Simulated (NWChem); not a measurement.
**A workflow on the pair CdHClO···SiH2S**

Aim: the energy (singlet CdSiH3SClO, revPBE-D3(0)/3-21G), then the energy (singlet CdHClO, revPBE-D3(0)/3-21G), then the energy (singlet SiH2S, revPBE-D3(0)/3-21G), then a single-point energy (singlet CdHClO, revPBE-D3(0)/3-21G), then a single-point energy (singlet SiH2S, revPBE-D3(0)/3-21G) of CdClH3OSSi and its partners. 

The results are computed with NWChem 7.3.0.

## (1) The system as given

The species is CdSiH3SClO (8 atoms), meant as a singlet with charge 0. The two molecules were placed rigidly side by side, at 0.9 times their contact distance; the pair isn't optimised.

Bond lengths: O1–Cd2 1.960 Å, Cd2–Cl3 2.263 Å, Si5–S6 2.115 Å, O1–H4 0.960 Å, Si5–H7 1.525 Å, S6–H8 1.346 Å. Angles: O1–Cd2–Cl3 176.3°, Cd2–O1–H4 112.7°, Si5–S6–H8 97.5°, S6–Si5–H7 89.3°.

## (2) The energy at revPBE-D3(0)/3-21G (run 1)

Input file run.nw:

```
start run
title "CdClH3OSSi"
memory total 2200 mb
charge 0

geometry units bohr noautosym nocenter noautoz
 O     -1.80767422     1.46812823    -1.49260018
 Cd     0.94452291    -0.22072001     0.32229279
 Cl     4.29557425    -1.99611771     2.29686762
 H     -3.43246074     0.74870949    -1.12656023
 Si    -6.25833829    -1.88434041    -5.24128769
 S     -8.78176517    -0.09939959    -2.70644686
 H     -6.29460213     0.48257936    -6.88482029
 H     -8.97642586    -2.00705922    -1.03583448
end

basis spherical bse
 * library 3-21G
end

dft
 xc revpbe cpbe96
 disp vdw 3
 grid fine
 convergence energy 1e-08
 maxiter 100
 mulliken
 print low
end

task dft energy
```

Command:

```
$ nwchem run.nw > run.out
```

Output:

```text
[...]
 d= 0,ls=0.0,diis     1  -6660.3850672719 -7.30D+03  4.06D-02  1.25D+00     1.3
[...]
 d= 0,ls=0.0,diis    13  -6660.5393477617 -6.09D-10  3.35D-07  1.87D-10    12.4
         Total DFT energy =    -6660.539347761677
      One electron energy =   -10481.001394766263
           Coulomb energy =     3414.198527943012
    Exchange-Corr. energy =     -234.763049100861
 Nuclear repulsion energy =      641.032831737298
    Dispersion correction =       -0.006263574864
[...]
      Total Density - Mulliken Population Analysis
     ---------------------------------------------
    Atom       Charge   Shell Charges
 -----------   ------   -------------------------------------------------------
    1 O    8     8.58   1.98  0.43  2.09  1.50  2.58
    2 Cd  48    47.37   2.00  2.00  6.00  2.00  6.00  2.00  5.96  0.85  0.59 -0.05  0.07  9.88  6.92  3.14
    3 Cl  17    17.36   2.00  1.95  5.89  1.16  3.05  0.88  2.42
    4 H    1     0.64   0.45  0.19
    5 Si  14    13.71   2.00  1.98  5.84  0.86  1.31  1.06  0.66
    6 S   16    16.34   2.00  1.96  5.87  1.05  2.50  0.99  1.98
    7 H    1     1.11   0.43  0.67
    8 H    1     0.88   0.45  0.43
[...]
```

It took 13 s on 1 thread of Intel Xeon 6975P-C (Granite Rapids), shared host; peak memory 0.13 GiB.

## (3) CdHClO: a single-point energy at revPBE-D3(0)/3-21G (run 2)

Input file cdclho.nw:

```
start cdclho
memory stack 880 mb heap 220 mb global 1100 mb
geometry units angstroms noautosym nocenter noautoz
 O     -0.956580     0.776900    -0.789850
 Cd     0.499820    -0.116800     0.170550
 Cl     2.273120    -1.056300     1.215450
 H     -1.816380     0.396200    -0.596150
end
basis spherical bse
 * library 3-21G
end
dft
 xc revpbe cpbe96
 disp vdw 3
 grid fine
 convergence energy 1e-08
 maxiter 100
 mulliken
 print low
end
task dft energy
```

Command:

```
$ nwchem cdclho.nw > cdclho.out
```

Output:

```text
[...]
 d= 0,ls=0.0,diis     1  -5975.2146143600 -6.30D+03  5.37D-02  9.91D-01     0.7
[...]
 d= 0,ls=0.0,diis    11  -5975.3314857926 -1.69D-09  9.20D-07  5.48D-09     4.9
         Total DFT energy =    -5975.331485792581
      One electron energy =    -8908.746294149372
           Coulomb energy =     2793.052385646421
    Exchange-Corr. energy =     -187.718074622039
 Nuclear repulsion energy =      328.082036261944
    Dispersion correction =       -0.001538929536
[...]
      Total Density - Mulliken Population Analysis
     ---------------------------------------------
    Atom       Charge   Shell Charges
 -----------   ------   -------------------------------------------------------
    1 O    8     8.59   1.98  0.43  2.09  1.50  2.59
    2 Cd  48    47.39   2.00  2.00  6.00  2.00  6.00  2.00  5.96  0.86  0.59 -0.05  0.09  9.88  6.92  3.14
    3 Cl  17    17.37   2.00  1.95  5.89  1.16  3.05  0.88  2.43
    4 H    1     0.65   0.45  0.20
[...]
```

Wall time 5.7 s (1 thread of Intel Xeon 6975P-C (Granite Rapids), shared host); peak memory 0.12 GiB.

## (4) SiH2S: a single-point energy at revPBE-D3(0)/3-21G (run 3)

Input file a.nw:

```
start a
memory total 2200 mb

geometry noautosym nocenter noautoz
   Si      -3.311770      -0.997150      -2.773570
   S       -4.647110      -0.052600      -1.432190
   H       -3.330960       0.255370      -3.643290
   H       -4.750120      -1.062090      -0.548140
end

basis spherical bse
   * library 3-21G
end

dft
   xc revpbe cpbe96
   disp vdw 3
   grid fine
   convergence energy 1e-08
   maxiter 100
   mulliken
   noprint "final vectors analysis"
end

task dft energy
```

Command:

```
$ nwchem a.nw > a.out
```

Output:

```text
[...]
          Wavefunction type:  closed shell.
          No. of atoms     :     4
          No. of electrons :    32
[...]
          Charge           :     0
          Spin multiplicity:     1
[...]
          AO basis - number of functions:    30
[...]
              XC Information
              --------------
                        RevPBE Exchange Functional  1.000
            Perdew 1991 LDA Correlation Functional  1.000 local
           PerdewBurkeErnz. Correlation Functional  1.000 non-local
[...]
 d= 0,ls=0.0,diis     1   -685.1599619130 -7.59D+02  3.46D-02  2.60D-01     0.2
[...]
 d= 0,ls=0.0,diis    10   -685.1966172167 -3.52D-09  8.39D-07  2.35D-10     1.3
         Total DFT energy =     -685.196617216682
      One electron energy =    -1093.908710826343
           Coulomb energy =      382.372647265328
    Exchange-Corr. energy =      -47.052500538174
 Nuclear repulsion energy =       73.392955847865
    Dispersion correction =       -0.001008965358
[...]
      Total Density - Mulliken Population Analysis
     ---------------------------------------------
    Atom       Charge   Shell Charges
 -----------   ------   -------------------------------------------------------
    1 Si  14    13.66   2.00  1.98  5.84  0.87  1.31  1.04  0.62
    2 S   16    16.34   2.00  1.96  5.87  1.05  2.50  0.99  1.97
    3 H    1     1.12   0.43  0.69
    4 H    1     0.88   0.45  0.43
[...]
```

Wall time 1.9 s (1 thread of Intel Xeon 6975P-C (Granite Rapids), shared host); peak memory 0.12 GiB.

## (5) CdHClO among ghost functions: the energy at revPBE-D3(0)/3-21G (with ghost functions) (run 4)

Input file work.nw:

```
start work
title "CdClHO"
memory total 2200 mb

geometry noautosym nocenter noautoz
  O       -0.956580       0.776900      -0.789850
  Cd       0.499820      -0.116800       0.170550
  Cl       2.273120      -1.056300       1.215450
  H       -1.816380       0.396200      -0.596150
  bqSi    -3.311770    -0.997150    -2.773570
  bqS     -4.647110    -0.052600    -1.432190
  bqH     -3.330960     0.255370    -3.643290
  bqH     -4.750120    -1.062090    -0.548140
end

basis spherical bse
  O library 3-21G
  Cd library 3-21G
  Cl library 3-21G
  H library 3-21G
  bqSi library Si 3-21G
  bqS library S 3-21G
  bqH library H 3-21G
end

dft
  xc revpbe cpbe96
  mult 1
  disp vdw 3
  grid fine
  convergence energy 1e-08
  maxiter 100
  mulliken
  noprint "final vectors analysis"
end

task dft energy
```

Command:

```
$ nwchem work.nw > work.out
```

Output:

```text
[...]
          Wavefunction type:  closed shell.
          No. of atoms     :     8
          No. of electrons :    74
[...]
          Charge           :     0
          Spin multiplicity:     1
[...]
          AO basis - number of functions:    90
[...]
              XC Information
              --------------
                        RevPBE Exchange Functional  1.000
            Perdew 1991 LDA Correlation Functional  1.000 local
           PerdewBurkeErnz. Correlation Functional  1.000 non-local
[...]
 d= 0,ls=0.0,diis     1  -5975.2203144217 -6.30D+03  3.57D-02  9.84D-01     1.3
[...]
 d= 0,ls=0.0,diis    11  -5975.3361340183 -3.55D-09  3.94D-07  2.27D-09    10.4
         Total DFT energy =    -5975.336134018345
      One electron energy =    -8908.608603677319
           Coulomb energy =     2792.904388556929
    Exchange-Corr. energy =     -187.712416230363
 Nuclear repulsion energy =      328.082036261944
    Dispersion correction =       -0.001538929536
[...]
      Total Density - Mulliken Population Analysis
     ---------------------------------------------
    Atom       Charge   Shell Charges
 -----------   ------   -------------------------------------------------------
    1 O    8     8.59   1.98  0.43  2.09  1.50  2.59
    2 Cd  48    47.38   2.00  2.00  6.00  2.00  6.00  2.00  5.96  0.86  0.60 -0.05  0.07  9.88  6.92  3.14
    3 Cl  17    17.36   2.00  1.95  5.89  1.16  3.05  0.88  2.43
    4 H    1     0.64   0.45  0.19
    5 X    0     0.03  -0.00 -0.00 -0.00 -0.00 -0.00  0.02  0.02
    6 X    0    -0.00   0.00  0.00 -0.00  0.00 -0.00 -0.00 -0.00
    7 X    0    -0.00   0.00 -0.00
    8 X    0    -0.00   0.00 -0.00
[...]
```

Run time: 11 s. Hardware: 1 thread of Intel Xeon 6975P-C (Granite Rapids), shared host; peak memory 0.13 GiB.

## (6) SiH2S among ghost functions: the energy at revPBE-D3(0)/3-21G (with ghost functions) (run 5)

Input file test.nw:

```
start test
title "H2SSi"
memory stack 880 mb heap 220 mb global 1100 mb
charge 0

geometry units angstrom noautosym nocenter noautoz
  Si   -3.311770   -0.997150   -2.773570
  S    -4.647110   -0.052600   -1.432190
  H    -3.330960    0.255370   -3.643290
  H    -4.750120   -1.062090   -0.548140
  bqO     -0.956580     0.776900    -0.789850
  bqCd     0.499820    -0.116800     0.170550
  bqCl     2.273120    -1.056300     1.215450
  bqH     -1.816380     0.396200    -0.596150
end

basis "ao basis" spherical bse
  Si library 3-21G
  S library 3-21G
  H library 3-21G
  bqO library O 3-21G
  bqCd library Cd 3-21G
  bqCl library Cl 3-21G
  bqH library H 3-21G
end

dft
  xc revpbe cpbe96
  mult 1
  disp vdw 3
  grid fine
  convergence energy 1e-08
  maxiter 100
  mulliken
  print low
end

task dft energy
```

Command:

```
$ nwchem test.nw > test.out
```

Output:

```text
[...]
 d= 0,ls=0.0,diis     1   -685.1617846999 -7.59D+02  1.15D-02  2.61D-01     1.0
[...]
 d= 0,ls=0.0,diis    10   -685.1984746230 -3.48D-09  2.80D-07  2.37D-10     8.3
         Total DFT energy =     -685.198474623029
      One electron energy =    -1093.879207740274
           Coulomb energy =      382.337843024850
    Exchange-Corr. energy =      -47.049056790111
 Nuclear repulsion energy =       73.392955847865
    Dispersion correction =       -0.001008965358
[...]
      Total Density - Mulliken Population Analysis
     ---------------------------------------------
    Atom       Charge   Shell Charges
 -----------   ------   -------------------------------------------------------
    1 Si  14    13.66   2.00  1.98  5.84  0.87  1.31  1.05  0.61
    2 S   16    16.33   2.00  1.96  5.87  1.05  2.50  0.99  1.97
    3 H    1     1.12   0.43  0.68
    4 H    1     0.88   0.45  0.43
    5 X    0     0.00  -0.00 -0.00 -0.00  0.00  0.00
    6 X    0     0.01  -0.00 -0.00 -0.00 -0.00 -0.00 -0.00 -0.00 -0.00  0.00  0.00  0.00 -0.00 -0.00  0.00
    7 X    0    -0.00   0.00 -0.00 -0.00 -0.00 -0.00 -0.00 -0.00
    8 X    0     0.00   0.00  0.00
[...]
```

Wall time 9 s (1 thread of Intel Xeon 6975P-C (Granite Rapids), shared host); peak memory 0.13 GiB.

## (7) Results

| quantity | value |
| --- | --- |
| run 1, revPBE-D3(0)/3-21G: total energy | -6660.53935 Eh |
| run 1, revPBE-D3(0)/3-21G: dispersion energy | -16.45 kJ/mol |
| CdHClO: total energy | -5975.33149 Eh |
| CdHClO: dispersion energy | -4.04 kJ/mol |
| SiH2S: total energy | -685.19662 Eh |
| SiH2S: dipole moment | 0.82 D |
| SiH2S: dispersion energy | -2.65 kJ/mol |
| CdHClO among ghost functions: total energy | -5975.33613 Eh |
| CdHClO among ghost functions: dipole moment | 2.72 D |
| CdHClO among ghost functions: dispersion energy | -4.04 kJ/mol |
| SiH2S among ghost functions: total energy | -685.19847 Eh |
| SiH2S among ghost functions: dispersion energy | -2.65 kJ/mol |
| interaction energy of the rigid parts CdHClO and SiH2S (parts in their own basis; closest atoms 2.99 Å apart) | -0.306 eV |
| interaction energy of the rigid parts CdHClO and SiH2S (parts in the whole basis, counterpoise; closest atoms 2.99 Å apart) | -0.129 eV |

In words: The interaction energy of the rigid parts CdHClO and SiH2S (parts in their own basis; closest atoms 2.99 Å apart) is −0.31 eV (−7.1 kcal/mol): the parts attract. Without counterpoise this holds the superposition error of the basis. The interaction energy of the rigid parts CdHClO and SiH2S (parts in the whole basis, counterpoise; closest atoms 2.99 Å apart) is −0.13 eV (−12.4 kJ/mol): the parts attract. The basis-set superposition error is 17.1 kJ/mol. Mulliken charges (run 1, revPBE-D3(0)/3-21G) run from -0.58 on O1 to +0.63 on Cd2. Relativity is left out (run 1, revPBE-D3(0)/3-21G) although the molecule holds a heavy atom. Relativity is left out (CdHClO) although the molecule holds a heavy atom.
